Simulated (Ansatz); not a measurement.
**AlBH3Se−: one structure at several levels**

An exercise on one series of results from a longer session: the logs are not shown, and one member is left open.

Program: Ansatz 0.2.0, Gaussian basis. Level of theory: single points in def2-TZVPPD. These are calculated values, not measurements.

Cores are frozen in the correlated methods. Filled d shells of the heavier atoms are correlated.

**The starting structure**

SMILES `[BH2][AlH][Se-]`, 6 atoms, charge -1, spin multiplicity 1.

Atoms are counted from 1 here; the program's logs count them from 0.

Bond lengths: B1–Al2 2.098 Å, B1–H4 1.340 Å, B1–H5 1.189 Å, Al2–Se3 2.372 Å, Al2–H6 1.683 Å. Angles: Al2–B1–H4 125.2°, Al2–B1–H5 132.9°, H4–B1–H5 101.8°, B1–Al2–Se3 130.5°, B1–Al2–H6 114.9°, Se3–Al2–H6 114.6°.

Geometry (Å):

```xyz
6
charge -1, multiplicity 1
B    -0.73620    0.34570   -0.83360
Al    0.58610   -0.13270    0.72290
Se    1.32850   -2.23960    1.51980
H    -1.27130   -0.53360   -1.69140
H    -1.17700    1.37470   -1.23390
H     1.16470    1.18770    1.59210
```

Set-up of the first run:

The input, run/in.yaml:

```yaml
crystal:
  periodic: [false, false, false]
  atoms:
    - {symbol: B, position_ang: [-0.736200, 0.345700, -0.833600]}
    - {symbol: Al, position_ang: [0.586100, -0.132700, 0.722900]}
    - {symbol: Se, position_ang: [1.328500, -2.239600, 1.519800]}
    - {symbol: H, position_ang: [-1.271300, -0.533600, -1.691400]}
    - {symbol: H, position_ang: [-1.177000, 1.374700, -1.233900]}
    - {symbol: H, position_ang: [1.164700, 1.187700, 1.592100]}
basis:
  gaussian: {orbitals: "def2-TZVPPD.json"}
total_charge: -1
correlation: {method: ccsd_t}
output: {forces: true}
```

The basis file named in the input lies beside it (Basis Set Exchange, JSON).

No record of the launch command was kept for these runs.

Among the steps run: CCSD(T)/def2-TZVPPD; PBE0-D4/def2-TZVPPD; wB97M-V/def2-TZVPPD; r2SCAN-D4/def2-TZVPPD; PBE-D4/def2-TZVPPD; r2SCAN0-D4/def2-TZVPPD; SPW92/def2-TZVPPD.

One table of the session follows, with a row left open; its other results are not shown here.

```
    method  RMS force component (eV/Å)  angle to CCSD(T) forces (°)
   CCSD(T)                       1.098                    reference
   PBE0-D4                           ?                            ?
   wB97M-V                       1.156                          4.1
 r2SCAN-D4                       1.021                          4.1
    PBE-D4                       0.920                          8.9
r2SCAN0-D4                       1.129                          2.8
     SPW92                       0.925                         12.1
```

**Question.** Estimate the row for PBE0-D4.

As computed: RMS force component (eV/Å): 1.069; angle to CCSD(T) forces (°): 2.7. In the column «RMS force component (eV/Å)» it lies between r2SCAN-D4 (1.021) and CCSD(T) (1.098).
